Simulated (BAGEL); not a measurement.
# doublet SiH4Se+: a chain of runs

Wanted: a single-point energy (doublet SiH4Se+, ROHF/cc-pVDZ), then a single-point energy (singlet SiH4Se, HF/cc-pVTZ), then the energy (doublet SiH4Se+, ROHF/cc-pVTZ), then a single-point energy (singlet SiH4Se, HF/cc-pVQZ), then a single-point energy (doublet SiH4Se+, ROHF/cc-pVQZ) of H4SeSi. 

The calculation is run with BAGEL 1.2.2.

2 further runs of the same task are left out: 2 set aside as unsound or not needed.

**1. The structure to begin with**

SiH4Se+: 6 atoms, total charge +1, spin state doublet. As SMILES of the parent species, `[SiH3][SeH]`. Geometry: relaxed at PBE0-D4/def2-TZVP. That shape belongs to the parent species and isn't relaxed for this state.

Bond lengths: Si1–Se2 2.279 Å, Si1–H3 1.484 Å, Si1–H4 1.483 Å, Si1–H5 1.484 Å, Se2–H6 1.469 Å. Angles: Si1–Se2–H6 93.0°, Se2–Si1–H3 111.5°, Se2–Si1–H4 104.9°, Se2–Si1–H5 111.4°, H3–Si1–H4 110.0°, H3–Si1–H5 109.1°, H4–Si1–H5 110.0°.

**2. The energy at ROHF/cc-pVDZ (density fitting with tzvpp-jkfit, property ionisation energy) (run 1)**

job.json reads:

```json
{ "bagel": [

{
  "title": "molecule",
  "basis": "cc-pvdz.json",
  "df_basis": "tzvpp-jkfit",
  "angstrom": true,
  "geometry": [
    { "atom": "Si", "xyz": [   -0.244700,   -0.234500,   -0.474600 ] },
    { "atom": "Se", "xyz": [    0.898700,   -0.252100,    1.496900 ] },
    { "atom": "H", "xyz": [   -1.605500,    0.334200,   -0.308700 ] },
    { "atom": "H", "xyz": [   -0.336900,   -1.659600,   -0.873400 ] },
    { "atom": "H", "xyz": [    0.479900,    0.537800,   -1.514300 ] },
    { "atom": "H", "xyz": [    0.850600,    1.210300,    1.627900 ] }
  ]
},
{
  "title": "rohf",
  "charge": 1,
  "nopen": 1
},
{
  "title": "print",
  "file": "orbitals.molden",
  "orbitals": true
}

]}
```

The basis set cc-pVDZ is read from a file made from the Basis Set Exchange's data (not shown).

Launch:

```
$ BAGEL_NUM_THREADS=1 BAGEL job.json > job.out
```

Log:

```text
* using 1 threads per process

  ===============================================================
  ===============================================================

  *** Geometry ***

  { "atom" : "Si", "xyz" : [     -0.462416,     -0.443141,     -0.896864 ] },
  { "atom" : "Se", "xyz" : [      1.698297,     -0.476400,      2.828731 ] },
  { "atom" : "H", "xyz" : [     -3.033955,      0.631546,     -0.583358 ] },
  { "atom" : "H", "xyz" : [     -0.636649,     -3.136189,     -1.650487 ] },
  { "atom" : "H", "xyz" : [      0.906880,      1.016295,     -2.861612 ] },
  { "atom" : "H", "xyz" : [      1.607401,      2.287136,      3.076285 ] },

  Number of auxiliary basis functions:      466

  Since a DF basis is specified, we compute 2- and 3-index integrals:
    o Being stored without compression. Storage requirement is 0.016 GB

  Number of basis functions:       65
  Number of electrons      :       52

    * METHOD: MOLECULE                             0.21

  *** Open-shell HF ***

  === Nuclear Repulsion ===
   158.9379787741

      * DIIS with orbital gradients will be used.

  === ROHF iteration (cc-pvdz.json) ===
      0      -2690.67348266          0.02428468           0.12
      1      -2690.76350291          0.00752712           0.11
      2      -2690.77267735          0.00254015           0.11
      3      -2690.77396361          0.00100116           0.11
      4      -2690.77425156          0.00017448           0.11
      5      -2690.77428300          0.00005011           0.11
      6      -2690.77428645          0.00000592           0.11
      7      -2690.77428791          0.00000172           0.12
      8      -2690.77428797          0.00000046           0.11
      9      -2690.77428798          0.00000015           0.13
     10      -2690.77428798          0.00000011           0.11
     11      -2690.77428798          0.00000007           0.12
     12      -2690.77428798          0.00000003           0.11
     13      -2690.77428798          0.00000001           0.11
    * SCF iteration converged.

    * S^2 (ROHF) is 0.7500

    * Permanent dipole moment:
           (    0.078132,    -0.463660,     0.064837) a.u.

    * METHOD: ROHF                                 1.77

    * METHOD: PRINT                                0.01

  ===============================================================
```

It took 2.1 s on 1 thread of Arm Neoverse V1, shared host; peak memory 0.088 GiB.

**3. Singlet neutral SiH4Se: the energy at HF/cc-pVTZ (density fitting with tzvpp-jkfit, property ionisation energy) (run 2)**

calc.json reads:

```json
{ "bagel" : [

{
  "title" : "molecule",
  "basis" : "cc-pvtz.json",
  "df_basis" : "tzvpp-jkfit",
  "angstrom" : "true",
  "geometry" : [
    { "atom" : "Si", "xyz" : [      -0.244700,      -0.234500,      -0.474600 ] },
    { "atom" : "Se", "xyz" : [       0.898700,      -0.252100,       1.496900 ] },
    { "atom" : "H", "xyz" : [      -1.605500,       0.334200,      -0.308700 ] },
    { "atom" : "H", "xyz" : [      -0.336900,      -1.659600,      -0.873400 ] },
    { "atom" : "H", "xyz" : [       0.479900,       0.537800,      -1.514300 ] },
    { "atom" : "H", "xyz" : [       0.850600,       1.210300,       1.627900 ] }
  ]
},

{ "title" : "hf" },

{ "title" : "print", "file" : "orbitals.molden", "orbitals" : "true" }

]}
```

The basis set cc-pVTZ is read from a file made from the Basis Set Exchange's data (not shown).

Launch:

```
$ BAGEL_NUM_THREADS=1 BAGEL calc.json > calc.out
```

Log:

```text
* using 1 threads per process

  ===============================================================
  ===============================================================

  *** Geometry ***

  { "atom" : "Si", "xyz" : [     -0.462416,     -0.443141,     -0.896864 ] },
  { "atom" : "Se", "xyz" : [      1.698297,     -0.476400,      2.828731 ] },
  { "atom" : "H", "xyz" : [     -3.033955,      0.631546,     -0.583358 ] },
  { "atom" : "H", "xyz" : [     -0.636649,     -3.136189,     -1.650487 ] },
  { "atom" : "H", "xyz" : [      0.906880,      1.016295,     -2.861612 ] },
  { "atom" : "H", "xyz" : [      1.607401,      2.287136,      3.076285 ] },

  Number of auxiliary basis functions:      466

  Since a DF basis is specified, we compute 2- and 3-index integrals:
    o Being stored without compression. Storage requirement is 0.066 GB

  Number of basis functions:      133
  Number of electrons      :       52

    * METHOD: MOLECULE                             0.36

  *** RHF ***

  === Nuclear Repulsion ===
   158.9379787741

      * DIIS with orbital gradients will be used.

  === RHF iteration (cc-pvtz.json) ===
      0      -2691.13578188          0.00674156           0.14
      1      -2691.17799246          0.00222764           0.14
      2      -2691.18266050          0.00072293           0.14
      3      -2691.18318435          0.00012396           0.13
      4      -2691.18320921          0.00002543           0.13
      5      -2691.18321035          0.00000604           0.13
      6      -2691.18321039          0.00000197           0.14
      7      -2691.18321040          0.00000045           0.14
      8      -2691.18321040          0.00000012           0.14
      9      -2691.18321040          0.00000005           0.13
     10      -2691.18321040          0.00000001           0.13
     11      -2691.18321040          0.00000000           0.13
    * SCF iteration converged.

    * Permanent dipole moment:
           (    0.187618,    -0.256997,     0.286099) a.u.

    * METHOD: HF                                   2.00

    * METHOD: PRINT                                0.05

  ===============================================================
```

Wall time 2.5 s (1 thread of Arm Neoverse V1, shared host); peak memory 0.18 GiB.

Run 3 isn't shown in full; the table further down has it.

**4. Singlet neutral SiH4Se: a single-point energy at HF/cc-pVQZ (density fitting with qzvpp-jkfit, property ionisation energy) (run 4)**

job.json reads:

```json
{ "bagel": [

{
  "title": "molecule",
  "basis": "cc-pvqz.json",
  "df_basis": "qzvpp-jkfit",
  "angstrom": true,
  "geometry": [
    { "atom": "Si", "xyz": [      -0.244700,      -0.234500,      -0.474600 ] },
    { "atom": "Se", "xyz": [       0.898700,      -0.252100,       1.496900 ] },
    { "atom": "H", "xyz": [      -1.605500,       0.334200,      -0.308700 ] },
    { "atom": "H", "xyz": [      -0.336900,      -1.659600,      -0.873400 ] },
    { "atom": "H", "xyz": [       0.479900,       0.537800,      -1.514300 ] },
    { "atom": "H", "xyz": [       0.850600,       1.210300,       1.627900 ] }
  ]
},

{ "title": "hf" },

{ "title": "print", "file": "orbitals.molden", "orbitals": true }

]}
```

The basis set cc-pVQZ is read from a file made from the Basis Set Exchange's data (not shown).

Launch:

```
$ BAGEL_NUM_THREADS=1 BAGEL job.json > job.out
```

Log:

```text
* using 1 threads per process

  ===============================================================
  ===============================================================

  *** Geometry ***

  { "atom" : "Si", "xyz" : [     -0.462416,     -0.443141,     -0.896864 ] },
  { "atom" : "Se", "xyz" : [      1.698297,     -0.476400,      2.828731 ] },
  { "atom" : "H", "xyz" : [     -3.033955,      0.631546,     -0.583358 ] },
  { "atom" : "H", "xyz" : [     -0.636649,     -3.136189,     -1.650487 ] },
  { "atom" : "H", "xyz" : [      0.906880,      1.016295,     -2.861612 ] },
  { "atom" : "H", "xyz" : [      1.607401,      2.287136,      3.076285 ] },

  Number of auxiliary basis functions:      466

  Since a DF basis is specified, we compute 2- and 3-index integrals:
    o Being stored without compression. Storage requirement is 0.227 GB

  Number of basis functions:      247
  Number of electrons      :       52

    * METHOD: MOLECULE                             0.80

  *** RHF ***

  === Nuclear Repulsion ===
   158.9379787741

      * DIIS with orbital gradients will be used.

  === RHF iteration (cc-pvqz.json) ===
      0      -2691.12138209          0.00645305           0.32
      1      -2691.18217712          0.00222835           0.33
      2      -2691.18974963          0.00092901           0.33
      3      -2691.19162352          0.00016500           0.33
      4      -2691.19168934          0.00004628           0.33
      5      -2691.19169462          0.00001063           0.33
      6      -2691.19169490          0.00000310           0.33
      7      -2691.19169492          0.00000088           0.33
      8      -2691.19169493          0.00000017           0.33
      9      -2691.19169493          0.00000006           0.33
     10      -2691.19169493          0.00000002           0.34
     11      -2691.19169493          0.00000001           0.34
    * SCF iteration converged.

    * Permanent dipole moment:
           (    0.187439,    -0.250443,     0.286716) a.u.

    * METHOD: HF                                   4.75

    * METHOD: PRINT                                0.15

  ===============================================================
```

It took 6 s on 1 thread of Arm Neoverse V1, shared host; peak memory 0.39 GiB.

**5. The energy at ROHF/cc-pVQZ (density fitting with qzvpp-jkfit, property ionisation energy) (run 5)**

Edit calc.json of step 3 so:

```diff
@@ -4,5 +4,5 @@
   "title" : "molecule",
-  "basis" : "cc-pvtz.json",
-  "df_basis" : "tzvpp-jkfit",
-  "angstrom" : "true",
+  "basis" : "cc-pvqz.json",
+  "df_basis" : "qzvpp-jkfit",
+  "angstrom" : true,
   "geometry" : [
@@ -17,5 +17,5 @@
 
-{ "title" : "hf" },
+{ "title" : "rohf", "charge" : 1, "nopen" : 1 },
 
-{ "title" : "print", "file" : "orbitals.molden", "orbitals" : "true" }
+{ "title" : "print", "file" : "orbitals.molden", "orbitals" : true }
```

The basis set cc-pVQZ is read from a file made from the Basis Set Exchange's data (not shown).

Launch:

```
$ BAGEL_NUM_THREADS=1 BAGEL calc.json > calc.out
```

Log:

```text
* using 1 threads per process

  ===============================================================
  ===============================================================

  *** Geometry ***

  { "atom" : "Si", "xyz" : [     -0.462416,     -0.443141,     -0.896864 ] },
  { "atom" : "Se", "xyz" : [      1.698297,     -0.476400,      2.828731 ] },
  { "atom" : "H", "xyz" : [     -3.033955,      0.631546,     -0.583358 ] },
  { "atom" : "H", "xyz" : [     -0.636649,     -3.136189,     -1.650487 ] },
  { "atom" : "H", "xyz" : [      0.906880,      1.016295,     -2.861612 ] },
  { "atom" : "H", "xyz" : [      1.607401,      2.287136,      3.076285 ] },

  Number of auxiliary basis functions:      466

  Since a DF basis is specified, we compute 2- and 3-index integrals:
    o Being stored without compression. Storage requirement is 0.227 GB

  Number of basis functions:      247
  Number of electrons      :       52

    * METHOD: MOLECULE                             0.80

  *** Open-shell HF ***

  === Nuclear Repulsion ===
   158.9379787741

      * DIIS with orbital gradients will be used.

  === ROHF iteration (cc-pvqz.json) ===
      0      -2690.78607481          0.01181848           0.69
      1      -2690.85911382          0.00443232           0.71
      2      -2690.87255724          0.00197017           0.68
      3      -2690.87631169          0.00080155           0.70
      4      -2690.87700618          0.00022312           0.69
      5      -2690.87708070          0.00004155           0.71
      6      -2690.87709126          0.00000890           0.70
      7      -2690.87709281          0.00000282           0.69
      8      -2690.87709292          0.00000058           0.70
      9      -2690.87709289          0.00000030           0.70
     10      -2690.87709289          0.00000019           0.69
     11      -2690.87709289          0.00000013           0.71
     12      -2690.87709290          0.00000006           0.71
     13      -2690.87709290          0.00000002           0.72
     14      -2690.87709290          0.00000001           0.71
     15      -2690.87709290          0.00000001           0.71
    * SCF iteration converged.

    * S^2 (ROHF) is 0.7500

    * Permanent dipole moment:
           (    0.053380,    -0.411748,     0.029963) a.u.

    * METHOD: ROHF                                12.00

    * METHOD: PRINT                                0.15

  ===============================================================
```

Wall time 13 s (1 thread of Arm Neoverse V1, shared host); peak memory 0.39 GiB.

**6. The series**

```csv
run,level,integral approximation,partner,energy (Eh),⟨S²⟩,wall time
1,"ROHF/cc-pVDZ (density fitting with tzvpp-jkfit, property ionisation energy)",tzvpp-jkfit,cation,-2690.774288,0.750,2.1 s
2,"HF/cc-pVTZ (density fitting with tzvpp-jkfit, property ionisation energy)",tzvpp-jkfit,base,-2691.183210,–,2.5 s
3,"ROHF/cc-pVTZ (density fitting with tzvpp-jkfit, property ionisation energy)",tzvpp-jkfit,cation,-2690.868509,0.750,5.4 s
4,"HF/cc-pVQZ (density fitting with qzvpp-jkfit, property ionisation energy)",qzvpp-jkfit,base,-2691.191695,–,6 s
5,"ROHF/cc-pVQZ (density fitting with qzvpp-jkfit, property ionisation energy)",qzvpp-jkfit,cation,-2690.877093,0.750,13 s
```

**7. What came out**

| quantity | value |
| --- | --- |
| run 5, ROHF/cc-pVQZ: total energy | -2690.87709 Eh |
| run 5, ROHF/cc-pVQZ: ⟨S²⟩ | 0.750 |
| vertical ionisation energy (to the doublet cation), HF/cc-pVTZ | 8.563 eV |
| vertical ionisation energy (to the doublet cation), HF/cc-pVQZ | 8.561 eV |

At HF/cc-pVTZ: the vertical ionisation energy comes to 8.56 eV (826 kJ/mol). −ε(HOMO) before ionisation, 9.67 eV, is 1.11 eV above this ionisation energy. At HF/cc-pVQZ: the vertical ionisation energy comes to 8.56 eV (826 kJ/mol). The negative HOMO energy of the first species, 9.68 eV, lies 1.12 eV above that difference. All runs together took 29 s, the longest 13 s.
